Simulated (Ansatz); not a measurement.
**Si2NH5F (SMILES N[Si](F)[SiH3]): UMP2/def2-SVP**

What is the vertical doublet–quartet gap of Si2NH5F at UMP2/def2-SVP? 

The calculation is run with Ansatz 0.2.0.

65 further runs of the same task are left out: 65 set aside as unsound or not needed.

## 1. The molecule

The species is Si2NH5F (9 atoms), meant as a doublet with charge 0. As SMILES, `N[Si](F)[SiH3]`. The coordinates come from a PBE0-D4/def2-TZVP relaxation. This is one conformer, not always the lowest.

Bond lengths: N1–Si2 1.703 Å, Si2–F3 1.616 Å, Si2–Si4 2.346 Å, N1–H5 1.007 Å, N1–H6 1.008 Å, Si4–H7 1.485 Å, Si4–H8 1.492 Å, Si4–H9 1.486 Å. Some angles: N1–Si2–F3 112.7°, N1–Si2–Si4 109.4°, F3–Si2–Si4 108.8°, Si2–N1–H5 122.8°, Si2–N1–H6 123.0°, Si2–Si4–H7 109.3°, Si2–Si4–H8 112.4°, Si2–Si4–H9 108.4°, H5–N1–H6 112.1°, H7–Si4–H8 108.9°.

## 2. A single-point energy at UMP2/def2-SVP

File job.yaml:

```yaml
crystal:
  periodic: [false, false, false]
  atoms:
    - symbol: "N"
      position_ang: [-0.977000, 1.372900, -0.683600]
    - symbol: Si
      position_ang: [-0.847900, -0.322400, -0.578100]
    - symbol: F
      position_ang: [-0.495500, -1.010700, -1.997200]
    - symbol: Si
      position_ang: [0.823900, -0.883000, 0.969100]
    - symbol: H
      position_ang: [-1.742300, 1.833700, -1.147400]
    - symbol: H
      position_ang: [-0.198200, 1.993200, -0.528800]
    - symbol: H
      position_ang: [1.132000, -2.331800, 0.856500]
    - symbol: H
      position_ang: [2.078500, -0.103500, 0.756900]
    - symbol: H
      position_ang: [0.315000, -0.594800, 2.335600]
basis:
  gaussian:
    orbitals: def2-SVP
accuracy: high
correlation:
  method: mp2
  frozen_orbitals: {F: 1, H: 0, "N": 1, Si: 5}
magnetization:
  spin_polarized: true
  initial_magnetization: 1
```

On the command line:

```bash
$ ansatz run job.yaml --threads 1 --pin off --max-ram 3480MiB --events-out events.jsonl --progress --plain --runs-dir runs
```

Output:

```text
Warning: RAYON_NUM_THREADS=1 ignored (pool sized by the plan → 1); use --threads N
Functional definition: HF
  name "HF"
  exchange = exact_x
  correlation = 0
1921 factors; integrals over basis functions are off by at most 3.4e-9 eV
mean field evaluation 1: about -19980.4399 eV, gradient 2.6e1 eV
mean field evaluation 2: about -19980.5236 eV, gradient 2.6e1 eV
mean field evaluation 4: about -19983.8964 eV, gradient 2.5e0 eV
mean field evaluation 8: about -19983.9916 eV, gradient 3.6e-1 eV
mean field evaluation 16: about -19983.9947 eV, gradient 1.1e-6 eV
mean field -19983.99471107 eV, -734.3982599938 hartree, gradient 3.7e-8 eV, S^2 0.755695; 0 other end points of the search recorded, 0 dependent functions left out
12 core orbitals not correlated: weight in the atoms' cores, before any rotation towards them, 1.000 or more for the frozen orbitals, at most 0.000 for the correlated occupied ones
reference -19983.99471107 eV, -734.3982599938 hartree; 13, 12 occupied and 64, 65 virtual orbitals, 1921 factors
second order -14.51523109 eV of doubles, -0.00000000 eV of singles
Total energy: -19998.50994217 eV, -734.9316848977 hartree
```

Run time: 3.6 s. Hardware: 1 thread of Arm Neoverse V2, shared host; peak memory 0.31 GiB.

## 3. The quartet at the same level

File job.yaml:

```yaml
crystal:
  periodic: [false, false, false]
  atoms:
    - {symbol: N, position_ang: [-0.977000, 1.372900, -0.683600]}
    - {symbol: Si, position_ang: [-0.847900, -0.322400, -0.578100]}
    - {symbol: F, position_ang: [-0.495500, -1.010700, -1.997200]}
    - {symbol: Si, position_ang: [0.823900, -0.883000, 0.969100]}
    - {symbol: H, position_ang: [-1.742300, 1.833700, -1.147400]}
    - {symbol: H, position_ang: [-0.198200, 1.993200, -0.528800]}
    - {symbol: H, position_ang: [1.132000, -2.331800, 0.856500]}
    - {symbol: H, position_ang: [2.078500, -0.103500, 0.756900]}
    - {symbol: H, position_ang: [0.315000, -0.594800, 2.335600]}
basis:
  gaussian:
    orbitals: def2-SVP
magnetization:
  spin_polarized: true
  initial_magnetization: 3
correlation:
  method: mp2
  frozen_orbitals: {F: 1, H: 0, "N": 1, Si: 5}
accuracy: high
```

On the command line:

```bash
$ ansatz run job.yaml --threads 1 --pin off --max-ram 3480MiB --events-out events.jsonl --progress --plain --runs-dir runs
```

Output, cut to the lines that bear on the results:

```text
Warning: RAYON_NUM_THREADS=1 ignored (pool sized by the plan → 1); use --threads N
[... 2 set-up lines as earlier in the session ...]
[...]
1922 factors; integrals over basis functions are off by at most 3.4e-9 eV
[...]
mean field -19977.74957072 eV, -734.1687553191 hartree, gradient 2.1e-8 eV, S^2 3.761612; 10 other end points of the search recorded, 0 dependent functions left out
12 core orbitals not correlated: weight in the atoms' cores, before any rotation towards them, 1.000 or more for the frozen orbitals, at most 0.000 for the correlated occupied ones
reference -19977.74957072 eV, -734.1687553191 hartree; 14, 11 occupied and 63, 66 virtual orbitals, 1922 factors
second order -13.83610454 eV of doubles, -0.00000000 eV of singles
Total energy: -19991.58567527 eV, -734.6772227826 hartree
```

Wall time 18 s (1 thread of Arm Neoverse V2, shared host); peak memory 0.45 GiB.

## 4. Summary of results

Level: UMP2/def2-SVP, 12 core orbitals frozen.

| quantity | value |
| --- | --- |
| doublet: total energy | -734.93168 Eh |
| doublet: correlation energy (12 core orbitals frozen) | -533.4 mEh |
| doublet: ⟨S²⟩ of the reference determinant | 0.756 |
| quartet: total energy | -734.67722 Eh |
| quartet: correlation energy (12 core orbitals frozen) | -508.5 mEh |
| quartet: ⟨S²⟩ of the reference determinant | 3.762 |
| vertical energy of the quartet above the doublet | 6.924 eV |

In words: At this shape the quartet lies 6.92 eV (668 kJ/mol) above the doublet.
